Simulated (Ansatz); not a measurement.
# Ca (Calcium): the cost of one run

Computed with Ansatz 0.2.0 (DFT r2SCAN, scalar-relativistic, plane waves, PAW, unless a step's input says otherwise).

1 further run of the same task is left out (set aside as unsound or not needed).

**1. Starting point**

The structure is cubic, space group Fm-3m (No. 225). Conventional cell: a = 5.569 Å, b = 5.569 Å, c = 5.569 Å, α = 90.00°, β = 90.00°, γ = 90.00°. Ca (site symmetry m-3m) has 12 Ca at 3.94 Å as nearest neighbours.

Structure file:

```
CELL_PARAMETERS angstrom
0.00000 2.78441 2.78441
2.78441 0.00000 2.78441
2.78441 2.78441 0.00000
ATOMIC_POSITIONS crystal
Ca 0.00000 0.00000 0.00000
```

This cell was relaxed beforehand with the same method: volume 43.17 Å³/atom, gap on the mesh none (metal).

Bulk energy on matching settings, from an earlier run: -1821.6727 eV/atom.

**2. Cutting the (100) slab**

Planes are indexed in the bulk's conventional cell (Fm-3m (No. 225)), a = 5.569 Å, b = 5.569 Å, c = 5.569 Å, α = 90.00°, β = 90.00°, γ = 90.00°.

Cut from the relaxed bulk: a (100) slab, 11.1 Å thick as cut, with 15 Å of vacuum; its outer planes are Ca (top) and Ca (bottom).

The slab as cut. Its planes from the bottom up:

```tsv
plane	atoms per cell	height over the lowest (Å)
1	Ca	0.00
2	Ca	2.78
3	Ca	5.57
4	Ca	8.35
5	Ca	11.14
```

**3. The slab as cut, atoms at the bulk's places**

A dipole layer in the vacuum cancels the field that periodic copies would set up if the slab's two faces differ.

input.yaml

```yaml
crystal:
  lattice:
    - [3.937748999, 0.0, 0.0]
    - [0.0, 3.937748999, 0.0]
    - [0.0, 0.0, 26.1376360792]
  atoms:
    - { symbol: Ca, position: [0.5, 0.5, 0.286942552] }
    - { symbol: Ca, position: [0.0, 0.0, 0.393471276] }
    - { symbol: Ca, position: [0.5, 0.5, 0.5] }
    - { symbol: Ca, position: [0.0, 0.0, 0.606528724] }
    - { symbol: Ca, position: [0.5, 0.5, 0.713057448] }
basis:
  ecutwfc: 500
kpoints:
  mp_grid: { grid: [9, 9, 1] }
hamiltonian:
  xc: r2scan
scf:
  occupations: { method: gaussian, width: 0.1 }
output:
  forces: true
  stress: true
  eigenvalues: true
  write_density: true
  write_potential: true
  elf: true
  volumetric_format: npy
efield:
  axis: 3
  dipole_correction: true
```

The run is started by

```console
> ansatz run input.yaml --threads 1 --pin off --max-ram 2560MiB --backend cpu --events-out ev --progress --plain --runs-dir out
```

**Question.** How long does this run take on 1 thread of Arm Neoverse V1, shared host, and how much memory does it need?

About 58 s, with a peak of 1.1 GiB.
